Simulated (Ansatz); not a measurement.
Predict the output of the script below (the Ansatz DFT code, driven from Python).

`run_dimer.py`
```python
"""Interaction energy of two I2 molecules, with the counterpoise correction."""

import ansatz as az
import numpy as np

BASIS = "def2-SVP"
METHOD = "mp2"

FIRST = [
    ("I", (0.0, 0.0, -1.31)),
    ("I", (0.0, 0.0, 1.31)),
]
SECOND = [
    ("I", (1.3424, 2.8355, -1.8333)),
    ("I", (2.5908, 3.4109, 0.3972)),
]

def energy(atoms, ghosts=()):
    molecule = az.Crystal.molecule()
    for symbol, xyz in atoms:
        molecule = molecule.atom(symbol, xyz)
    calc = (
        molecule.calculation()
        .basis(gaussian=BASIS)  # the orbital basis, by name
        .correlation(METHOD)  # correlation on top of the mean field
    )
    deck = calc.input()
    if ghosts:
        deck = deck.set(az.key.basis.gaussian.ghost_atoms, [{"symbol": s, "position_ang": list(xyz)} for s, xyz in ghosts])
    return az.Session.from_dict(deck).plan().execute().report["free_energy_ev"]

# ghost atoms carry the functions of the partner
direction = np.array([0.523, 0.8306, -0.191])
print("shift (A)   counterpoise-corrected interaction (eV)")
for shift in (-0.3, 0.0, 0.4, 1.0, 2.0):
    moved = [(s, tuple(np.round(np.array(xyz) + shift * direction, 4))) for s, xyz in SECOND]
    gain = energy(FIRST + moved) - energy(FIRST, moved) - energy(moved, FIRST)
    print(f"{shift:8.2f} {gain:14.3f}")
```

Running `python run_dimer.py` prints:
```text
shift (A)   counterpoise-corrected interaction (eV)
   -0.30          2.161
    0.00          0.947
    0.40          0.278
    1.00          0.024
    2.00         -0.008
```

Caveats:
- The dimer is a generated trial pose of unrelaxed monomers, not a minimum, so the figure is no binding energy, and the basis set is small.
- def2 sets replace the cores of elements past krypton by effective core potentials.
- The spin state was assumed, and another may lie lower.
- It ran for 41 s on 1 thread of Arm Neoverse V1, on a shared host, peak memory 0.4 GiB.
